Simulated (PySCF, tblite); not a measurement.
# C₃H₁₄O₇Si₄, a small molecule taken as a stand-in for a surface group (silica 3-ring, OH): infrared bands and NMR shifts

Aim: the infrared bands and NMR shifts of `CO[Si](OC)(OC)[Si]1(O)O[SiH2]O[SiH2]O1`.

Programs: tblite 0.8.0 and PySCF 2.14.0. All values are calculated, for the isolated system unless a continuum is named. Atoms count from 0, parts from 1.

## (1) The system as given

28 atoms, charge 0, multiplicity 1; geometry: distance geometry start.

## (2) Relaxing the cluster with GFN2-xTB

The job: settings as JSON, then the geometry in Å.

```
{"job": {"kind": "relax", "xc": "GFN2-xTB", "basis": "xTB"}, "charge": 0, "multiplicity": 1}
O      1.097362     1.902106    -2.160613
Si    -0.096318     3.156679    -2.517362
O     -1.693156     2.544312    -2.161617
Si    -2.231850     0.848369    -2.315924
O     -0.843947    -0.213361    -1.963975
Si     0.740067     0.351842    -1.417129
O      1.989097    -0.834397    -1.943960
Si     0.754025     0.538119     0.779196
O      0.013680    -0.895542     1.525095
C      0.086756    -2.185169     0.975305
O      2.429048     0.675171     1.348568
C      2.883628     1.636352     2.211908
O     -0.147397     1.978141     1.248847
C      0.284121     3.278568     1.009359
H      0.162973     4.290589    -1.733680
H     -0.006006     3.489901    -3.930256
H     -2.675666     0.619886    -3.636514
H     -3.284844     0.593714    -1.429926
H      2.928146    -0.681994    -1.956452
H     -0.590586    -2.294012     0.230035
H     -0.138778    -2.872525     1.741856
H      1.036366    -2.362374     0.625088
H      2.203272     1.789148     2.969129
H      3.791544     1.328460     2.649130
H      3.041619     2.532661     1.715290
H      1.217236     3.285940     0.597491
H      0.293716     3.799099     1.899748
H     -0.416183     3.732827     0.357443
```

Method: GFN2-xTB geometry optimisation, gas phase.

Run with:

```
$ OMP_NUM_THREADS=1 python cluster_run.py task.json out
```

The driver reads the jobs from task.json and runs them one after another.

Log:

```text
step      E/eV     max force
  0   -1342.46301    4.089
  1   -1344.19116    2.215
  2   -1344.90040    1.341
  3   -1345.10082    1.138
  4   -1345.36857    0.717
  5   -1345.45488    0.771
  6   -1345.54534    0.737
  7   -1345.64561    0.783
  8   -1345.74791    0.685
  9   -1345.80211    0.486
 10   -1345.83329    0.395
 11   -1345.85425    0.388
 12   -1345.87698    0.387
 13   -1345.89880    0.354
 14   -1345.91486    0.339
 15   -1345.92480    0.195
 16   -1345.93393    0.170
 17   -1345.94544    0.213
 18   -1345.95758    0.280
 19   -1345.96767    0.221
 20   -1345.97619    0.202
 21   -1345.98576    0.222
 22   -1345.99691    0.226
 23   -1346.00788    0.245
 24   -1346.01649    0.188
 25   -1346.02283    0.145
 26   -1346.02883    0.204
 27   -1346.03547    0.198
 28   -1346.04158    0.148
 29   -1346.04682    0.128
 30   -1346.05205    0.153
 31   -1346.05816    0.205
 32   -1346.06527    0.180
 33   -1346.07257    0.177
 34   -1346.07903    0.162
 35   -1346.08442    0.157
 36   -1346.08916    0.154
 37   -1346.09357    0.136
 38   -1346.09735    0.111
 39   -1346.10046    0.104
 40   -1346.10311    0.197
 41   -1346.10617    0.188
 42   -1346.11050    0.156
 43   -1346.11505    0.120
 44   -1346.11791    0.090
 45   -1346.12000    0.108
 46   -1346.12193    0.110
 47   -1346.12421    0.098
 48   -1346.12638    0.093
 49   -1346.12807    0.071
 50   -1346.12946    0.088
 51   -1346.13091    0.081
 52   -1346.13225    0.091
 53   -1346.13381    0.084
 54   -1346.13506    0.057
 55   -1346.13594    0.063
 56   -1346.13665    0.057
 57   -1346.13770    0.069
 58   -1346.13858    0.063
 59   -1346.13951    0.075
 60   -1346.14054    0.079
 61   -1346.14180    0.077
 62   -1346.14305    0.072
 63   -1346.14412    0.069
 64   -1346.14480    0.128
 65   -1346.14618    0.078
 66   -1346.14779    0.079
 67   -1346.14937    0.071
 68   -1346.15055    0.079
 69   -1346.15141    0.078
 70   -1346.15266    0.083
 71   -1346.15384    0.098
 72   -1346.15547    0.090
 73   -1346.15729    0.116
 74   -1346.15746    0.167
 75   -1346.16062    0.094
 76   -1346.16224    0.084
 77   -1346.16606    0.082
 78   -1346.16768    0.098
 79   -1346.17022    0.106
 80   -1346.17250    0.099
 81   -1346.17489    0.111
 82   -1346.17803    0.107
 83   -1346.18136    0.112
 84   -1346.18429    0.115
 85   -1346.18640    0.091
 86   -1346.18872    0.100
 87   -1346.19071    0.108
 88   -1346.19333    0.085
 89   -1346.19525    0.075
 90   -1346.19677    0.093
 91   -1346.19793    0.096
 92   -1346.19923    0.085
 93   -1346.20059    0.073
 94   -1346.20184    0.062
 95   -1346.20307    0.070
 96   -1346.20444    0.076
 97   -1346.20595    0.069
 98   -1346.20781    0.090
 99   -1346.20973    0.086
100   -1346.21180    0.096
101   -1346.21333    0.079
102   -1346.21480    0.059
103   -1346.21584    0.075
104   -1346.21698    0.068
105   -1346.21777    0.059
106   -1346.21854    0.048
107   -1346.21936    0.061
108   -1346.22046    0.077
109   -1346.22162    0.077
110   -1346.22267    0.067
111   -1346.22359    0.072
112   -1346.22460    0.093
113   -1346.22566    0.081
114   -1346.22655    0.056
115   -1346.22721    0.057
116   -1346.22795    0.054
117   -1346.22885    0.070
118   -1346.22991    0.062
119   -1346.23084    0.066
120   -1346.23164    0.072
121   -1346.23242    0.061
122   -1346.23335    0.060
123   -1346.23453    0.054
124   -1346.23541    0.058
125   -1346.23631    0.059
126   -1346.23737    0.077
127   -1346.23870    0.077
128   -1346.24017    0.073
129   -1346.24143    0.074
130   -1346.24199    0.098
131   -1346.24282    0.052
132   -1346.24319    0.040
133   -1346.24358    0.032
134   -1346.24387    0.037
135   -1346.24427    0.038
136   -1346.24458    0.036
137   -1346.24489    0.038
138   -1346.24522    0.045
139   -1346.24558    0.040
140   -1346.24587    0.028
141   -1346.24607    0.025
142   -1346.24625    0.032
143   -1346.24643    0.031
144   -1346.24662    0.026
145   -1346.24680    0.024
146   -1346.24697    0.024
147   -1346.24716    0.030
148   -1346.24741    0.036
149   -1346.24775    0.039
150   -1346.24819    0.045
151   -1346.24873    0.054
152   -1346.24933    0.052
153   -1346.24998    0.066
154   -1346.25059    0.074
155   -1346.25124    0.072
156   -1346.25186    0.051
157   -1346.25258    0.042
158   -1346.25296    0.045
159   -1346.25353    0.046
160   -1346.25395    0.041
161   -1346.25440    0.038
162   -1346.25480    0.035
163   -1346.25521    0.042
164   -1346.25558    0.042
165   -1346.25585    0.051
166   -1346.25609    0.034
167   -1346.25628    0.025
168   -1346.25648    0.023
169   -1346.25661    0.024
170   -1346.25684    0.032
171   -1346.25703    0.035
172   -1346.25722    0.032
173   -1346.25737    0.031
174   -1346.25752    0.025
175   -1346.25767    0.024
176   -1346.25781    0.023
177   -1346.25791    0.025
178   -1346.25798    0.024
179   -1346.25805    0.020
180   -1346.25812    0.019
181   -1346.25818    0.017
182   -1346.25822    0.011
183   -1346.25826    0.012
184   -1346.25829    0.011
185   -1346.25834    0.012
186   -1346.25838    0.012
187   -1346.25842    0.016
188   -1346.25847    0.016
189   -1346.25852    0.015
190   -1346.25857    0.014
191   -1346.25861    0.011
192   -1346.25866    0.018
193   -1346.25873    0.021
194   -1346.25882    0.022
195   -1346.25891    0.018
196   -1346.25897    0.015
197   -1346.25902    0.018
198   -1346.25906    0.017
199   -1346.25911    0.017
200   -1346.25916    0.017
201   -1346.25916    0.017
202   -1346.26022    0.021
203   -1346.26071    0.023
204   -1346.26106    0.019
205   -1346.26128    0.064
206   -1346.26155    0.047
207   -1346.26171    0.096
208   -1346.26223    0.038
209   -1346.26203    0.089
210   -1346.26259    0.066
211   -1346.26239    0.067
212   -1346.26307    0.029
213   -1346.26275    0.100
214   -1346.26346    0.030
215   -1346.26367    0.029
216   -1346.26405    0.083
217   -1346.26234    0.284
218   -1346.26481    0.050
219   -1346.26459    0.130
220   -1346.26547    0.030
221   -1346.26545    0.075
222   -1346.26602    0.071
223   -1346.26585    0.115
224   -1346.26640    0.107
225   -1346.26641    0.116
226   -1346.26736    0.027
227   -1346.26711    0.070
228   -1346.26767    0.020
229   -1346.26755    0.051
230   -1346.26785    0.024
231   -1346.26743    0.068
232   -1346.26795    0.029
233   -1346.26771    0.076
234   -1346.26808    0.017
235   -1346.26795    0.047
236   -1346.26815    0.012
237   -1346.26815    0.017
238   -1346.26819    0.016
239   -1346.26818    0.032
240   -1346.26826    0.020
241   -1346.26827    0.015
242   -1346.26831    0.006
```

Wall time 26 s (1 thread of Intel Xeon 6975P-C, shared host).

Step by step:

```csv
step,energy from step 0 (eV),largest force (eV/Å)
0,0.0000,4.0891
10,-3.3703,0.3950
20,-3.5132,0.2022
30,-3.5890,0.1532
40,-3.6401,0.1961
50,-3.6665,0.0878
60,-3.6775,0.0794
70,-3.6897,0.0832
80,-3.7095,0.0996
90,-3.7338,0.0930
100,-3.7488,0.0969
110,-3.7597,0.0672
120,-3.7686,0.0719
130,-3.7790,0.0983
140,-3.7829,0.0284
150,-3.7852,0.0446
160,-3.7909,0.0415
170,-3.7938,0.0321
180,-3.7951,0.0184
190,-3.7956,0.0130
200,-3.7962,0.0171
210,-3.7996,0.0666
220,-3.8025,0.0306
230,-3.8048,0.0239
240,-3.8053,0.0201
242,-3.8053,0.0068
```

Distances of close pairs at the start and the end, largest changes first:

```csv
bond,before (Å),after (Å),change (Å)
Si5–O6,1.801,1.625,-0.176
O2–Si3,1.786,1.624,-0.162
Si3–O4,1.783,1.621,-0.162
Si7–O8,1.778,1.623,-0.154
O0–Si1,1.768,1.619,-0.149
Si7–O10,1.774,1.629,-0.145
O4–Si5,1.769,1.631,-0.137
Si7–O12,1.763,1.636,-0.126
```

## (3) Harmonic vibrations: GFN2-xTB

The job: settings as JSON, then the geometry in Å.

```
{"job": {"kind": "ir", "xc": "GFN2-xTB", "basis": "xTB"}, "charge": 0, "multiplicity": 1}
O     -0.098162     1.294875    -1.721831
Si    -1.302576     1.853621    -2.648817
O     -2.400682     0.679835    -2.876297
Si    -2.352685    -0.892010    -2.471513
O     -1.044992    -1.168721    -1.555182
Si     0.261399    -0.238265    -1.258358
O      1.385025    -0.826344    -2.274113
Si     0.716136    -0.284546     0.935317
O      0.373950    -1.681416     1.687772
C     -0.866605    -2.336011     1.752342
O      2.340444    -0.157327     0.956290
C      3.187089    -0.271333     2.074081
O     -0.053272     0.838584     1.843087
C     -0.151742     2.223275     1.632260
H     -1.957536     2.892762    -1.866665
H     -0.761633     2.195748    -3.954959
H     -2.230444    -1.648245    -3.707045
H     -3.492480    -1.135383    -1.599424
H      2.308791    -0.658843    -2.108040
H     -1.298831    -2.435068     0.754766
H     -1.557005    -1.778819     2.387637
H     -0.694197    -3.324899     2.179158
H      2.948776     0.494338     2.814028
H      3.069211    -1.251832     2.534710
H      4.214137    -0.143193     1.731258
H      0.789603     2.713376     1.892424
H     -0.946246     2.601207     2.277345
H     -0.385473     2.444635     0.589768
```

Level: GFN2-xTB harmonic vibrations, gas phase.

Log:

```text
mode    cm-1     km/mol
  1      12.9      0.10
  2      30.2      0.23
  3      47.2      0.59
  4      53.4      0.42
  5      68.2      2.87
  6      80.6      3.05
  7      84.7      0.31
  8      86.4      0.13
  9      90.3      1.81
 10      98.3      2.60
 11     107.1      6.07
 12     119.7     12.15
 13     128.3      2.99
 14     132.9      3.23
 15     150.5      4.51
 16     191.3     31.03
 17     199.7     49.73
 18     231.7     18.90
 19     241.5     37.45
 20     252.0     10.87
 21     264.6     21.99
 22     269.8      8.87
 23     300.4     35.14
 24     345.3     65.56
 25     365.2     82.37
 26     416.1     71.87
 27     535.2      5.81
 28     578.6      0.14
 29     585.8      0.04
 30     588.5      1.14
 31     606.4    273.43
 32     630.1     30.04
 33     637.8     67.65
 34     642.8     37.23
 35     735.6    199.26
 36     755.0    263.91
 37     777.2    255.08
 38     783.4     63.59
 39     786.4    224.18
 40     792.0    248.72
 41     812.4    142.67
 42     824.8    272.38
 43     910.3    189.44
 44     933.1     48.77
 45    1034.9    767.36
 46    1047.2    630.22
 47    1104.4    242.23
 48    1119.6    307.97
 49    1124.6     29.18
 50    1131.2     12.05
 51    1133.2      2.40
 52    1137.0     54.93
 53    1142.3      6.27
 54    1150.4     66.04
 55    1158.6     93.35
 56    1399.9      0.90
 57    1407.1      1.92
 58    1411.4      1.83
 59    1470.9      3.39
 60    1472.7      2.16
 61    1473.3      4.72
 62    1482.2      4.66
 63    1482.8      1.91
 64    1486.7      3.61
 65    2308.4    123.69
 66    2318.9    633.01
 67    2334.1    193.31
 68    2341.9    195.28
 69    2950.8     31.17
 70    2962.0     10.75
 71    2963.1     51.91
 72    2969.8     27.83
 73    2976.7     18.74
 74    2982.3     32.80
 75    2982.6     27.71
 76    2983.5     20.47
 77    2986.3     33.36
 78    3671.9     38.36
```

It took 4 s on 1 thread of Intel Xeon 6975P-C, shared host; peak memory 0.19 GiB.

The strongest bands and the atoms that carry them:

```csv
cm⁻¹,km/mol,atoms
606,273.4,"H14 20 %, H17 18 %, H15 17 %, H16 14 %"
825,272.4,"Si3 15 %, Si1 10 %, Si7 10 %"
1035,767.4,"O0 41 %, O4 18 %, O2 14 %"
1047,630.2,"O2 45 %, O4 31 %"
1120,308.0,"O12 30 %, C13 22 %, O8 12 %"
2319,633.0,"H17 67 %, H16 14 %, H14 13 %"
```

## (4) NMR shieldings: PBE0/pcSseg-1

The job, as its differences from that of step 3:

```diff
@@ -1,2 +1,2 @@
-{"job": {"kind": "ir", "xc": "GFN2-xTB", "basis": "xTB"}, "charge": 0, "multiplicity": 1}
+{"job": {"kind": "nmr", "xc": "PBE0", "basis": "pcSseg-1"}, "charge": 0, "multiplicity": 1}
 O     -0.098162     1.294875    -1.721831
```

Method: GIAO PBE0/pcSseg-1 NMR shielding, non-relativistic, gas phase.

Log:

```text
coarse grid: 26040 points
cycle   1  E = -1805.7625905205  dE =  2.514e+00  |g| = 1.690e+00  |ddm| = 5.030e+00
cycle   2  E = -1805.1431478257  dE =  6.194e-01  |g| = 2.497e+00  |ddm| = 2.992e+00
cycle   3  E = -1806.2496540193  dE = -1.107e+00  |g| = 1.103e-01  |ddm| = 2.001e+00
cycle   4  E = -1806.2512903227  dE = -1.636e-03  |g| = 6.649e-02  |ddm| = 1.297e-01
cycle   5  E = -1806.2520189845  dE = -7.287e-04  |g| = 2.027e-02  |ddm| = 5.690e-02
cycle   6  E = -1806.2520884255  dE = -6.944e-05  |g| = 3.686e-03  |ddm| = 1.680e-02
cycle   7  E = -1806.2520910317  dE = -2.606e-06  |g| = 9.453e-04  |ddm| = 3.483e-03
final grid: 234992 points
cycle   8  E = -1806.4026114670  dE = -3.149e-05  |g| = 1.846e-02  |ddm| = 2.823e-02
cycle   9  E = -1806.4025552671  dE =  5.620e-05  |g| = 2.592e-02  |ddm| = 2.503e-02
cycle  10  E = -1806.4026697165  dE = -1.144e-04  |g| = 1.430e-03  |ddm| = 1.543e-02
cycle  11  E = -1806.4026701580  dE = -4.415e-07  |g| = 2.013e-04  |ddm| = 1.250e-03
cycle  12  E = -1806.4026701647  dE = -6.665e-09  |g| = 1.038e-04  |ddm| = 2.370e-04
cycle  13  E = -1806.4026701664  dE = -1.707e-09  |g| = 2.978e-05  |ddm| = 8.801e-05
cycle  14  E = -1806.4026701665  dE = -1.505e-10  |g| = 7.029e-06  |ddm| = 2.875e-05
converged SCF energy = -1806.4026701665

GIAO shielding tensors (ppm)
atom      isotropic    diamagn.    paramagn.     s11        s22        s33       span
  0 O      218.553     408.674    -190.121    181.811    215.839    258.008     76.197
  1 Si     391.403     882.594    -491.191    380.970    386.592    406.648     25.678
  2 O      248.797     404.878    -156.080    194.532    223.055    328.804    134.272
  3 Si     389.192     882.635    -493.443    379.005    382.226    406.345     27.340
  4 O      230.705     407.417    -176.713    189.090    223.202    279.822     90.732
  5 Si     407.170     886.944    -479.774    386.414    393.551    441.544     55.131
  6 O      253.345     391.976    -138.631    207.539    247.303    305.194     97.655
  7 Si     405.628     888.447    -482.818    396.072    406.038    414.774     18.702
  8 O      301.423     402.364    -100.941    225.789    328.068    350.411    124.622
  9 C      134.358     247.199    -112.841    108.044    110.250    184.781     76.738
 10 O      296.374     407.135    -110.761    248.593    315.257    325.273     76.680
 11 C      135.288     240.988    -105.700    108.633    111.431    185.800     77.167
 12 O      292.688     404.715    -112.026    225.424    303.509    349.132    123.709
 13 C      134.162     247.451    -113.289    107.601    110.585    184.300     76.699
 14 H       26.613      31.055      -4.442     22.916     24.794     32.128      9.212
 15 H       26.515      28.475      -1.960     22.804     23.951     32.791      9.987
 16 H       26.469      28.350      -1.881     22.780     23.855     32.772      9.992
 17 H       26.597      31.099      -4.503     22.936     24.547     32.307      9.371
 18 H       28.947      34.673      -5.726     21.062     24.193     41.587     20.525
 19 H       27.530      33.561      -6.031     21.608     28.527     32.456     10.848
 20 H       27.931      31.996      -4.064     23.839     25.702     34.253     10.414
 21 H       27.918      29.243      -1.325     23.368     25.457     34.929     11.561
 22 H       27.915      28.848      -0.933     22.829     26.070     34.846     12.017
 23 H       27.739      28.559      -0.821     22.585     26.143     34.488     11.902
 24 H       28.060      27.947       0.113     23.331     25.579     35.270     11.940
 25 H       27.878      31.184      -3.306     23.370     25.744     34.520     11.150
 26 H       27.809      30.702      -2.893     23.660     25.187     34.582     10.922
 27 H       27.453      34.956      -7.502     21.451     28.729     32.180     10.730
```

It took 1.9 min on 1 thread of Intel Xeon 6975P-C, shared host; peak memory 2 GiB.

Shifts follow as δ = σ(reference) − σ, with reference shieldings (ppm) from runs at the same level and on the same kind of geometry: ¹H TMS 31.72, ¹³C TMS 186.9, ²⁹Si TMS 349.2, ¹⁷O H2O 336.1. The references are single molecules in the gas phase, so shifts against H2O, NH3, PH3, H3PO4 or CFCl3 are not on the usual liquid scales and can be off by tens of ppm.

```csv
atoms,environment,σ (ppm),δ (ppm)
C13,"carbon bonded to O, 3 H",134.2,52.8
C9,"carbon bonded to O, 3 H",134.4,52.6
C11,"carbon bonded to O, 3 H",135.3,51.6
H16,hydrogen on a silicon bonded to 2 O,26.47,5.25
H15,hydrogen on a silicon bonded to 2 O,26.52,5.20
H17,hydrogen on a silicon bonded to 2 O,26.60,5.12
H14,hydrogen on a silicon bonded to 2 O,26.61,5.10
H27,hydrogen on a carbon bonded to O,27.45,4.26
H19,hydrogen on a carbon bonded to O,27.53,4.19
H23,hydrogen on a carbon bonded to O,27.74,3.98
H26,hydrogen on a carbon bonded to O,27.81,3.91
H25,hydrogen on a carbon bonded to O,27.88,3.84
H22,hydrogen on a carbon bonded to O,27.92,3.80
H21,hydrogen on a carbon bonded to O,27.92,3.80
H20,hydrogen on a carbon bonded to O,27.93,3.79
H24,hydrogen on a carbon bonded to O,28.06,3.66
H18,hydrogen on an oxygen bonded to Si,28.95,2.77
O0,oxygen bonded to 2 Si,218.6,117.5
O4,oxygen bonded to 2 Si,230.7,105.4
O2,oxygen bonded to 2 Si,248.8,87.3
O6,"oxygen bonded to Si, H",253.3,82.7
O12,"oxygen bonded to C, Si",292.7,43.4
O10,"oxygen bonded to C, Si",296.4,39.7
O8,"oxygen bonded to C, Si",301.4,34.7
Si3,"silicon bonded to 2 O, 2 H",389.2,-40.0
Si1,"silicon bonded to 2 O, 2 H",391.4,-42.2
Si7,"silicon bonded to 3 O, Si",405.6,-56.5
Si5,"silicon bonded to 3 O, Si",407.2,-58.0
```

Charges from the same density, by scheme (e):

```csv
atoms,Mulliken,IAO,Hirshfeld,ESP fit
O0,-0.76,-0.89,-0.31,-0.55
Si1,1.02,1.22,0.46,0.80
O2,-0.74,-0.89,-0.31,-0.53
Si3,1.03,1.22,0.47,0.78
O4,-0.75,-0.89,-0.30,-0.47
Si5,1.00,1.27,0.44,0.81
O6,-0.53,-0.78,-0.31,-0.66
Si7,1.04,1.30,0.42,0.49
O8,-0.64,-0.65,-0.23,-0.35
C9,-0.01,-0.20,-0.03,-0.09
O10,-0.66,-0.65,-0.24,-0.36
C11,-0.01,-0.20,-0.03,-0.19
O12,-0.64,-0.64,-0.23,-0.27
C13,-0.02,-0.20,-0.04,-0.20
```

Mayer bond orders: O0–Si1 0.94, Si1–O2 0.94, O2–Si3 0.93, Si3–O4 0.94, O4–Si5 0.88, Si5–O6 1.07, Si5–Si7 0.92, Si7–O8 0.98, O8–C9 0.89, Si7–O10 0.98, O10–C11 0.88, Si7–O12 0.96, O12–C13 0.90, Si5–O0 0.88.

Ring of atoms O0, Si1, O2, Si3, O4, Si5: NICS(0) -2.2, NICS(1) -0.1, NICS(1)zz 3.6 ppm (means of both faces).

[end of part 1 of 2]
